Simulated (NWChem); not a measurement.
## Plane-wave run on NaCl (rocksalt type)

```xyz
2
Lattice="0.0000 2.8197 2.8197 2.8197 0.0000 2.8197 2.8197 2.8197 0.0000" Properties=species:S:1:pos:R:3 pbc="T T T"
Cl     0.0000     0.0000     0.0000
Na     2.8197     2.8197     2.8197
```

Program: NWChem. Origin of the cell: lattice set by a structure generator, not relaxed at this level; this structure type may not be the compound's usual one.

Norm-conserving pseudopotentials with valence charges Cl 7, Na 1, fixed occupations, no spin-orbit coupling, density cut at twice the wavefunction cutoff.

Level: LDA (Vosko), Troullier-Martins, cutoff 30 Ha, density from a 4×4×4 mesh. Bands run along Γ–X–U|K–Γ–L–W–X with k in units of the cell's reciprocal vectors.

Q: What gap does the band structure show, and how wide is the group of occupied bands?

A: It shows a direct gap along this path of 4.63 eV at Γ. The 4 occupied bands reach 12.6 eV below the valence-band top.
